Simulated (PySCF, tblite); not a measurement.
# C₄H₁₀GeSi: dynamics, then NMR shifts on frames, part 2 of 2

tblite 0.8.0 and PySCF 2.14.0. Atoms count from 0.

**5. NMR shieldings: 625 fs, PBE0/pcSseg-1**

Job settings and geometry (Å):

```
{"job": {"kind": "nmr", "xc": "PBE0", "basis": "pcSseg-1", "pop": false}, "charge": 0, "multiplicity": 1}
C      3.282600     0.161400     0.986900
C      2.107700     0.361600     0.794000
Si     0.290200     0.761900     0.898700
C     -0.809400    -0.592300     0.240200
C     -0.761300    -1.796800     1.116800
Ge    -2.705800    -0.102700    -0.053000
H      4.373800     0.196600     1.129200
H      0.182600     0.963000     2.359100
H      0.051700     1.979600     0.134300
H     -0.403600    -0.936100    -0.703500
H     -1.721300    -2.364800     1.092600
H     -0.004000    -2.402200     0.754000
H     -0.700600    -1.451200     2.131700
H     -3.512200    -1.358100    -0.471200
H     -2.742600     0.943300    -1.192900
H     -3.218700     0.485300     1.222700
```

Level: GIAO PBE0/pcSseg-1 NMR shielding, non-relativistic, gas phase.

Output:

```text
coarse grid: 59272 points
cycle   1  E = -2523.9214493430  dE = -2.460e-01  |g| = 9.511e-01  |ddm| = 3.677e+00
cycle   2  E = -2523.8756102465  dE =  4.584e-02  |g| = 9.983e-01  |ddm| = 1.230e+00
cycle   3  E = -2524.0071183251  dE = -1.315e-01  |g| = 1.818e-01  |ddm| = 7.898e-01
cycle   4  E = -2524.0128266670  dE = -5.708e-03  |g| = 1.049e-01  |ddm| = 2.015e-01
cycle   5  E = -2524.0154115535  dE = -2.585e-03  |g| = 2.060e-02  |ddm| = 7.811e-02
cycle   6  E = -2524.0155190860  dE = -1.075e-04  |g| = 4.209e-03  |ddm| = 2.118e-02
cycle   7  E = -2524.0155233129  dE = -4.227e-06  |g| = 9.363e-04  |ddm| = 4.981e-03
final grid: 123520 points
cycle   8  E = -2524.0155054933  dE = -3.525e-08  |g| = 1.015e-03  |ddm| = 2.451e-03
cycle   9  E = -2524.0155054059  dE =  8.737e-08  |g| = 1.254e-03  |ddm| = 2.005e-03
cycle  10  E = -2524.0155057094  dE = -3.034e-07  |g| = 1.143e-04  |ddm| = 1.062e-03
cycle  11  E = -2524.0155057125  dE = -3.172e-09  |g| = 3.722e-05  |ddm| = 1.351e-04
cycle  12  E = -2524.0155057128  dE = -2.715e-10  |g| = 9.674e-06  |ddm| = 2.834e-05
converged SCF energy = -2524.0155057128

GIAO shielding tensors (ppm)
atom      isotropic    diamagn.    paramagn.     s11        s22        s33       span
  0 C       79.952     262.710    -182.758     -6.642     -2.116    248.614    255.256
  1 C       96.330     260.843    -164.513     -2.730      1.926    289.792    292.522
  2 Si     403.788     880.535    -476.747    347.126    394.418    469.819    122.693
  3 C      189.274     255.039     -65.765    183.828    188.265    195.729     11.901
  4 C      171.939     246.840     -74.901    148.810    173.191    193.814     45.003
  5 Ge    1520.853    2756.656   -1235.802   1370.264   1538.974   1653.322    283.058
  6 H       28.135      30.750      -2.616     23.200     23.416     37.788     14.588
  7 H       26.981      28.902      -1.920     22.844     26.916     31.184      8.340
  8 H       27.289      29.341      -2.052     22.468     26.970     32.429      9.961
  9 H       31.178      34.743      -3.565     26.882     28.972     37.681     10.799
 10 H       30.020      29.464       0.556     23.435     30.225     36.400     12.964
 11 H       30.564      31.191      -0.627     25.012     28.245     38.437     13.425
 12 H       30.519      30.199       0.320     25.612     29.547     36.397     10.785
 13 H       27.371      28.614      -1.243     21.289     22.586     38.238     16.949
 14 H       27.120      28.438      -1.318     20.295     22.758     38.306     18.011
 15 H       27.962      29.300      -1.338     21.332     23.945     38.608     17.276
```

Wall time 27 s (1 thread of Arm Neoverse V1, shared host); peak memory 0.9 GiB.

Key values: δ C0 107.0, C1 90.6, C4 15.0, C3 -2.3, H7 4.74, H14 4.60 ppm.

**6. Nuclear shieldings: 800 fs, PBE0/pcSseg-1**

Job settings and geometry (Å):

```
{"job": {"kind": "nmr", "xc": "PBE0", "basis": "pcSseg-1", "pop": false}, "charge": 0, "multiplicity": 1}
C      3.353800    -0.086700     1.392500
C      2.172400     0.172300     1.491800
Si     0.415900     0.854600     1.360900
C     -0.604700    -0.526700     0.501600
C     -0.391400    -1.864000     1.198400
Ge    -2.563800    -0.086400     0.393400
H      4.386000    -0.255100     1.238600
H      0.132100     0.909700     2.774200
H      0.408100     1.914700     0.402200
H     -0.270400    -0.592500    -0.537600
H     -0.909900    -2.622900     0.643800
H      0.651600    -2.173100     1.241000
H     -0.775200    -1.831100     2.232900
H     -3.359800    -1.297800    -0.101000
H     -3.056200     1.181700    -0.269900
H     -3.105400    -0.073500     1.958500
```

Level: GIAO PBE0/pcSseg-1 NMR shielding, non-relativistic, gas phase.

Output:

```text
coarse grid: 59272 points
cycle   1  E = -2523.9235890449  dE = -4.019e-01  |g| = 9.405e-01  |ddm| = 3.648e+00
cycle   2  E = -2523.8765436223  dE =  4.705e-02  |g| = 9.923e-01  |ddm| = 1.243e+00
cycle   3  E = -2524.0060297111  dE = -1.295e-01  |g| = 1.771e-01  |ddm| = 8.000e-01
cycle   4  E = -2524.0113207144  dE = -5.291e-03  |g| = 1.042e-01  |ddm| = 2.014e-01
cycle   5  E = -2524.0138720271  dE = -2.551e-03  |g| = 2.207e-02  |ddm| = 7.829e-02
cycle   6  E = -2524.0139959452  dE = -1.239e-04  |g| = 4.509e-03  |ddm| = 2.160e-02
cycle   7  E = -2524.0140009310  dE = -4.986e-06  |g| = 9.982e-04  |ddm| = 5.525e-03
final grid: 123520 points
cycle   8  E = -2524.0139992911  dE = -2.382e-08  |g| = 1.164e-03  |ddm| = 2.938e-03
cycle   9  E = -2524.0139991468  dE =  1.442e-07  |g| = 1.492e-03  |ddm| = 2.396e-03
cycle  10  E = -2524.0139995807  dE = -4.339e-07  |g| = 1.800e-04  |ddm| = 1.251e-03
cycle  11  E = -2524.0139995880  dE = -7.311e-09  |g| = 6.798e-05  |ddm| = 1.669e-04
cycle  12  E = -2524.0139995891  dE = -1.104e-09  |g| = 1.218e-05  |ddm| = 5.502e-05
cycle  13  E = -2524.0139995892  dE = -4.093e-11  |g| = 2.498e-06  |ddm| = 1.258e-05
converged SCF energy = -2524.0139995892

GIAO shielding tensors (ppm)
atom      isotropic    diamagn.    paramagn.     s11        s22        s33       span
  0 C       81.449     260.828    -179.379     -7.384     -0.593    252.325    259.709
  1 C       94.134     264.829    -170.695    -10.634      4.086    288.950    299.584
  2 Si     402.070     880.243    -478.173    331.964    405.919    468.327    136.362
  3 C      177.224     253.748     -76.524    161.034    180.846    189.793     28.759
  4 C      170.970     245.857     -74.886    158.538    167.109    187.264     28.726
  5 Ge    1536.051    2754.573   -1218.522   1438.998   1455.316   1713.839    274.840
  6 H       29.587      32.631      -3.043     24.195     24.561     40.007     15.812
  7 H       27.340      28.860      -1.520     23.057     27.132     31.830      8.773
  8 H       27.119      29.978      -2.860     22.322     26.148     32.887     10.565
  9 H       30.835      34.488      -3.652     26.168     29.023     37.314     11.145
 10 H       30.593      30.293       0.300     24.556     28.994     38.228     13.672
 11 H       29.722      30.310      -0.588     23.848     28.685     36.633     12.784
 12 H       30.399      29.234       1.165     26.277     28.287     36.632     10.355
 13 H       27.410      28.275      -0.865     21.232     22.461     38.537     17.305
 14 H       27.330      28.145      -0.815     20.760     22.115     39.116     18.356
 15 H       26.544      26.806      -0.262     21.067     23.033     35.532     14.466
```

Run time: 28 s. Hardware: 1 thread of Arm Neoverse V1, shared host; peak memory 0.91 GiB.

This run: δ C0 105.5, C1 92.8, C4 16.0, C3 9.7, H15 5.17, H8 4.60 ppm.

**7. NMR shieldings: 1000 fs, PBE0/pcSseg-1**

Job settings and geometry (Å):

```
{"job": {"kind": "nmr", "xc": "PBE0", "basis": "pcSseg-1", "pop": false}, "charge": 0, "multiplicity": 1}
C      3.189700     0.552600     1.439800
C      1.988100     0.647600     1.261700
Si     0.167100     0.740500     1.416200
C     -0.667200    -0.543400     0.353500
C     -0.525000    -1.989800     0.824400
Ge    -2.568400    -0.001100     0.330800
H      4.239200     0.550000     1.502400
H     -0.352800     0.551900     2.783800
H     -0.096500     2.145300     1.040000
H     -0.302100    -0.462900    -0.668700
H     -1.250100    -2.677300     0.338500
H      0.516800    -2.348900     0.727900
H     -0.733400    -2.059500     1.950300
H     -3.419100    -1.200200     0.175000
H     -2.949900     1.111400    -0.599500
H     -3.073500     0.434900     1.762900
```

With the program's defaults for keys left out, this is: GIAO PBE0/pcSseg-1 NMR shielding, non-relativistic, gas phase.

Output:

```text
coarse grid: 59272 points
cycle   1  E = -2523.9424163428  dE = -3.351e-01  |g| = 9.250e-01  |ddm| = 3.661e+00
cycle   2  E = -2523.9037526207  dE =  3.866e-02  |g| = 9.610e-01  |ddm| = 1.136e+00
cycle   3  E = -2524.0149742295  dE = -1.112e-01  |g| = 1.853e-01  |ddm| = 7.318e-01
cycle   4  E = -2524.0209504678  dE = -5.976e-03  |g| = 1.058e-01  |ddm| = 1.996e-01
cycle   5  E = -2524.0235831253  dE = -2.633e-03  |g| = 2.004e-02  |ddm| = 7.772e-02
cycle   6  E = -2524.0236869539  dE = -1.038e-04  |g| = 4.247e-03  |ddm| = 2.075e-02
cycle   7  E = -2524.0236911926  dE = -4.239e-06  |g| = 9.675e-04  |ddm| = 4.945e-03
final grid: 123520 points
cycle   8  E = -2524.0236753162  dE = -1.379e-08  |g| = 1.074e-03  |ddm| = 2.538e-03
cycle   9  E = -2524.0236751995  dE =  1.167e-07  |g| = 1.345e-03  |ddm| = 2.097e-03
cycle  10  E = -2524.0236755592  dE = -3.597e-07  |g| = 1.398e-04  |ddm| = 1.137e-03
cycle  11  E = -2524.0236755638  dE = -4.600e-09  |g| = 5.125e-05  |ddm| = 1.464e-04
cycle  12  E = -2524.0236755643  dE = -5.639e-10  |g| = 1.159e-05  |ddm| = 3.956e-05
converged SCF energy = -2524.0236755643

GIAO shielding tensors (ppm)
atom      isotropic    diamagn.    paramagn.     s11        s22        s33       span
  0 C       78.409     262.203    -183.794     -8.636     -2.204    246.067    254.704
  1 C       97.188     257.742    -160.555     -3.747      4.184    291.127    294.874
  2 Si     410.740     880.056    -469.316    377.277    380.233    474.710     97.433
  3 C      189.680     253.189     -63.509    180.266    188.553    200.220     19.954
  4 C      164.998     244.189     -79.191    152.139    159.541    183.314     31.175
  5 Ge    1536.560    2755.141   -1218.581   1392.004   1484.139   1733.537    341.533
  6 H       29.706      33.270      -3.564     24.555     24.702     39.861     15.305
  7 H       27.263      28.875      -1.612     23.187     26.995     31.608      8.420
  8 H       27.092      28.550      -1.458     22.302     27.320     31.653      9.351
  9 H       31.215      33.659      -2.445     26.439     28.536     38.669     12.230
 10 H       29.536      28.596       0.939     23.791     28.064     36.752     12.961
 11 H       29.262      28.958       0.305     23.741     27.363     36.683     12.942
 12 H       29.342      27.963       1.380     25.759     26.958     35.310      9.552
 13 H       28.509      29.628      -1.119     21.569     23.455     40.504     18.935
 14 H       27.834      28.705      -0.871     21.042     22.354     40.106     19.065
 15 H       27.339      27.965      -0.626     21.227     23.708     37.082     15.855
```

It took 27 s on 1 thread of Arm Neoverse V1, shared host; peak memory 0.9 GiB.

In short: δ C0 108.5, C1 89.7, C4 21.9, C3 -2.8, H8 4.63, H7 4.45 ppm.

**8. Side by side: NMR shifts**

Shifts (ppm) of some atoms, chosen among heavy atoms and hydrogens apart, with basis size and wall time:

```
  frame    C1    C4    C3    H12   H15    Si2   Ge5  functions  time
 250 fs  90.1  31.3   7.2   3.29  2.75  -62.7  -199        183  28 s
 425 fs  95.5   9.7  12.2  -0.05  3.40  -52.3  -220        183  27 s
 625 fs  90.6  15.0  -2.3   1.20  3.76  -54.6  -190        183  27 s
 800 fs  92.8  16.0   9.7   1.32  5.17  -52.9  -205        183  28 s
1000 fs  89.7  21.9  -2.8   2.37  4.38  -61.6  -206        183  27 s
```

**9. Outcome**

What follows sums up all 2 parts.

```
                                         quantity                                                           value
                                       thermostat                                                           300 K
                    mean temperature, second half                                                           272 K
          mean potential energy above the minimum                                                         0.44 eV
   13C shifts against TMS (PBE0/pcSseg-1, 250 fs)                                      103.8, 90.1, 31.3, 7.2 ppm
    1H shifts against TMS (PBE0/pcSseg-1, 250 fs)  4.78, 4.06, 3.68, 3.41, 3.40, 3.29, 3.21, 3.10, 2.75, 1.23 ppm
  29Si shifts against TMS (PBE0/pcSseg-1, 250 fs)                                                       -62.7 ppm
73Ge shifts against GeMe4 (PBE0/pcSseg-1, 250 fs)                                                        -199 ppm
                        range of the shift of Ge5                                                -220 to -190 ppm
```

**Reading.** In the second half the potential energy averages 0.44 eV above the minimum; equipartition over 42 harmonic modes at 300 K would give 0.54 eV. With 16 atoms the temperature swings widely (152 to 396 K). Shifts at one fixed geometry are not the observed spectrum, which averages over the motion. In the first frame run (250 fs): The largest span, 294 ppm, is at C1, where the paramagnetic term is -164 ppm. Across the 5 runs the shift of Ge5 moves most, between -220 (425 fs) and -190 ppm (625 fs). Spin-orbit coupling is left out, which matters for shieldings and couplings at and beside the heavy atoms.
